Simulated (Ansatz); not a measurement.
**GeCO (triplet): wave-function methods side by side, cc-pVTZ**

The task here is to estimate one member of a computed series from the others.

The runs use Ansatz 0.2.0, Gaussian basis; cc-pVTZ, core rule «outside noble gas», up to 16 orbitals frozen.

To be run: UHF; CCSD(T) on ROHF; CCSD(T) on UHF; BCCD(T) on ROHF; CCSDT(Q) on ROHF; CCSDT(Q) on UHF; CASSCF and NEVPT2, 14 electrons in 12 orbitals.

4 further runs of the same task are left out: 4 set aside as unsound or not needed.

### What is computed

The geometry is a PBE0/def2-TZVP stationary point (not a proven minimum) of the parent state, kept for this charge and spin. No spin-orbit coupling is included. The filled d shell of Ge may be among the frozen orbitals whatever the setting's name suggests; the logs give the count.

3 atoms, charge 0, spin multiplicity 3.

Atoms are counted from 1 here; the program's logs count them from 0.

Bond lengths: C1–Ge2 1.890 Å, Ge2–O3 1.623 Å. Angles: C1–Ge2–O3 180.0°.

Set-up of the first run:

File in.yaml:

```yaml
crystal:
  periodic: [false, false, false]
  atoms:
    - {symbol: C, position_ang: [0.000000, 0.000000, 1.801439]}
    - {symbol: Ge, position_ang: [0.000000, 0.000000, -0.089002]}
    - {symbol: O, position_ang: [0.000000, 0.000000, -1.712437]}
basis:
  gaussian: {orbitals: cc-pVTZ}
magnetization: {spin_polarized: true, initial_magnetization: 2}
hamiltonian: {xc: hf}
output: {orbitals: {seedname: orbitals}}
```

Launch:

```bash
$ ansatz run in.yaml --threads 1 --pin off --events-out ev --progress --plain --max-ram 4096MiB --backend cpu
```

Among the steps run: UHF; CCSD(T) on ROHF; CCSD(T) on UHF; BCCD(T) on ROHF; CCSDT(Q) on ROHF; CCSDT(Q) on UHF; CASSCF and NEVPT2, 14 electrons in 12 orbitals.

One of the session's tables, all rows but one given; the rest of the session is left out.

```
        method  from RCCSDT(Q) (kJ/mol)
          ROHF                  +1296.6
           UHF                  +1282.5
          RMP2                    +99.2
          UMP2                   +102.4
         RCCSD                    +84.8
         UCCSD                    +84.2
      RCCSD(T)                     +9.1
      UCCSD(T)                     +9.3
       BCCD(T)                     +8.2
        RCCSDT                     +5.7
        UCCSDT                        ?
     RCCSDT(Q)                        0
     UCCSDT(Q)                     -3.6
CASSCF valence                   +871.8
NEVPT2 valence                   +163.6
```

Estimate the missing values for UCCSDT.

As computed: from RCCSDT(Q) (kJ/mol): +5.6. In the column «from RCCSDT(Q) (kJ/mol)» it lies between RCCSDT(Q) (0) and RCCSDT (+5.7).

To keep in mind: Restricted and unrestricted rows rest on different reference determinants; where their highest levels disagree by more than a few hundredths of an eV, they describe different states and don't form one ladder.
